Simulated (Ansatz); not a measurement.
# GeNH₃ (singlet): the correlation ladder, cc-pVDZ

An exercise on one series of results from a longer session: the logs are not shown, and one member is left open.

Method: cc-pVDZ, core rule «outside noble gas», up to 15 orbitals frozen; program: Ansatz 0.2.0, Gaussian basis.

To be run: UHF; CCSD(T) on RHF; CCSD(T) on UHF; BCCD(T) on RHF; CISD; CCSDT(Q) on RHF; CCSDT(Q) on UHF.

20 further runs of the same task are left out: 1 for a known fault of the program, 8 that didn't finish, 11 set aside as unsound or not needed.

## The system

The geometry is a PBE0/def2-TZVP stationary point (not a proven minimum) of the parent state, kept for this charge and spin. No spin-orbit coupling is included. The filled d shell of Ge may be among the frozen orbitals whatever the setting's name suggests; the logs give the count.

5 atoms, charge 0, spin multiplicity 1.

Atoms are counted from 1 here; the program's logs count them from 0.

Bond lengths: Ge1–N2 1.848 Å, Ge1–H3 1.560 Å, N2–H4 1.011 Å, N2–H5 1.011 Å. Angles: N2–Ge1–H3 112.8°, Ge1–N2–H4 116.0°, Ge1–N2–H5 116.0°, H4–N2–H5 109.5°.

As a file:

```xyz
5

Ge    0.0000    0.0444    0.3304
N     0.0000   -0.1595   -1.5058
H     0.0000   -1.3184    1.0907
H     0.8260    0.1677   -1.9887
H    -0.8260    0.1677   -1.9887
```

The first run:

The input, in.yaml:

```yaml
crystal:
  periodic: [false, false, false]
  atoms:
    - {symbol: Ge, position_ang: [0.000000, 0.044402, 0.330415]}
    - {symbol: N, position_ang: [0.000000, -0.159538, -1.505832]}
    - {symbol: H, position_ang: [0.000001, -1.318371, 1.090661]}
    - {symbol: H, position_ang: [0.825986, 0.167726, -1.988690]}
    - {symbol: H, position_ang: [-0.825986, 0.167724, -1.988690]}
basis:
  gaussian: {orbitals: cc-pVDZ}
magnetization: {spin_polarized: true, initial_magnetization: 0}
hamiltonian: {xc: hf}
output: {orbitals: {seedname: orbitals}}
```

Launch:

```sh
ansatz run in.yaml --threads 1 --pin off --events-out ev --progress --plain --max-ram 2393MiB
```

Steps of the session up to this table: UHF; CCSD(T) on RHF; CCSD(T) on UHF; BCCD(T) on RHF; CISD; CCSDT(Q) on RHF; CCSDT(Q) on UHF.

One of the session's tables, all rows but one given; the rest of the session is left out.

It belongs to the step «Misses and costs». 

```
   method  from RCCSDT(Q) (kcal/mol)
      RHF                    +182.04
      UHF                    +177.58
     RMP2                     +23.99
     UMP2                          ?
    RCCSD                      +5.22
    UCCSD                      +5.66
 RCCSD(T)                      +0.86
 UCCSD(T)                      +1.27
  BCCD(T)                      +0.83
   RCCSDT                      +0.41
   UCCSDT                      +0.52
RCCSDT(Q)                          0
UCCSDT(Q)                      +0.07
```

**Question.** Estimate the row for UMP2.

As computed: from RCCSDT(Q) (kcal/mol): +25.40. In the column «from RCCSDT(Q) (kcal/mol)» it lies between RMP2 (+23.99) and UHF (+177.58).

Not comparable, so not listed: CISD (they don't share determinant, frozen orbitals or solution with the rows shown, or repeat one).

To keep in mind: The determinant is far from a pure spin state, so its energy mixes those of several spin states (harmless only where they are near-degenerate, as at dissociation). Restricted and unrestricted rows rest on different reference determinants; where their highest levels disagree by more than a few hundredths of an eV, they describe different states and don't form one ladder.
